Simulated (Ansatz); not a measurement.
**CH8BFSi2: a ladder of functionals and wavefunction methods**

An exercise on one series of results from a longer session: the logs are not shown, and one member is left open.

Method: functionals in def2-TZVPP, the program's frozen cores in correlated methods; program: Ansatz 0.2.0, Gaussian basis.

Plan: PBE-D4, r2SCAN-D4, PBE0-D4, B3LYP-D4, ωB97X-V, ωB97M-V, B2PLYP; CCSD(T)/def2-TZVPP; MP2/def2-QZVPP; extrapolation to the limit.

### The geometry

The geometry comes from an earlier relaxation with PBE0-D4 in a triple-zeta def2 set; it is a stationary point, not always the lowest conformer.

13 atoms, charge 0, spin multiplicity 1.

Atoms are counted from 1 here; the program's logs count them from 0.

Bond lengths: B1–C2 1.536 Å, B1–H6 1.196 Å, B1–H7 1.199 Å, C2–Si3 1.892 Å, C2–Si4 1.861 Å, C2–H8 1.095 Å, Si3–H9 1.483 Å, Si3–H10 1.490 Å, Si3–H11 1.484 Å, Si4–F5 1.603 Å, Si4–H12 1.482 Å, Si4–H13 1.483 Å. Angles: C2–B1–H6 121.7°, C2–B1–H7 119.6°, H6–B1–H7 118.8°, B1–C2–Si3 109.6°, B1–C2–Si4 110.0°, B1–C2–H8 114.5°, Si3–C2–Si4 103.9°, Si3–C2–H8 107.9°, Si4–C2–H8 110.4°, C2–Si3–H9 110.6°, C2–Si3–H10 109.8°, C2–Si3–H11 109.5°, H9–Si3–H10 108.6°, H9–Si3–H11 109.7°, H10–Si3–H11 108.6°, C2–Si4–F5 110.5°, C2–Si4–H12 110.4°, C2–Si4–H13 110.0° and more.

The first run:

Input file in.yaml:

```yaml
crystal:
  periodic: [false, false, false]
  atoms:
    - {symbol: B, position_ang: [-1.511716, 0.655749, -0.453166]}
    - {symbol: C, position_ang: [-0.168706, -0.072692, -0.610032]}
    - {symbol: Si, position_ang: [-0.087300, -1.523642, 0.600874]}
    - {symbol: Si, position_ang: [1.223953, 1.036816, -0.070053]}
    - {symbol: F, position_ang: [1.072670, 2.489529, -0.729993]}
    - {symbol: H, position_ang: [-2.299734, 0.719624, -1.350630]}
    - {symbol: H, position_ang: [-1.785096, 1.174081, 0.593383]}
    - {symbol: H, position_ang: [0.022261, -0.462556, -1.614891]}
    - {symbol: H, position_ang: [-0.769959, -1.181050, 1.872601]}
    - {symbol: H, position_ang: [1.335607, -1.852784, 0.898196]}
    - {symbol: H, position_ang: [-0.730374, -2.714882, -0.007642]}
    - {symbol: H, position_ang: [2.526151, 0.487836, -0.516496]}
    - {symbol: H, position_ang: [1.192742, 1.209271, 1.402751]}
basis:
  gaussian: {orbitals: def2-TZVPP}
hamiltonian: {xc: pbe, dispersion: d4}
output: {forces: true, orbitals: {seedname: orbitals}}
```

On the command line:

```bash
> ansatz run in.yaml --threads 4 --pin off --events-out ev --progress --plain --max-ram 10444MiB
```

Steps of the session up to this table: PBE-D4 (GGA); r2SCAN-D4 (meta-GGA); PBE0-D4 (hybrid); B3LYP-D4 (hybrid); ωB97X-V (range-separated); ωB97M-V (range-separated); B2PLYP (double hybrid); CCSD(T) in def2-TZVPP; MP2 in def2-QZVPP.

One table of the session follows, with a row left open; its other results are not shown here.

```
            method  atomisation energy (eV)
            PBE-D4                   46.601
         r2SCAN-D4                   46.765
           PBE0-D4                   46.355
          B3LYP-D4                   46.626
           ωB97X-V                   46.908
           ωB97M-V                   46.813
            B2PLYP                   46.127
     HF/def2-TZVPP                   36.205
    MP2/def2-TZVPP                   45.971
   CCSD/def2-TZVPP                   45.130
CCSD(T)/def2-TZVPP                   45.587
           MP2/CBS                   47.058
       CCSD(T)/CBS                        ?
```

**Question.** Estimate the row for CCSD(T)/CBS.

As computed: atomisation energy (eV): 46.673. In the column «atomisation energy (eV)» it lies between B3LYP-D4 (46.626) and r2SCAN-D4 (46.765).
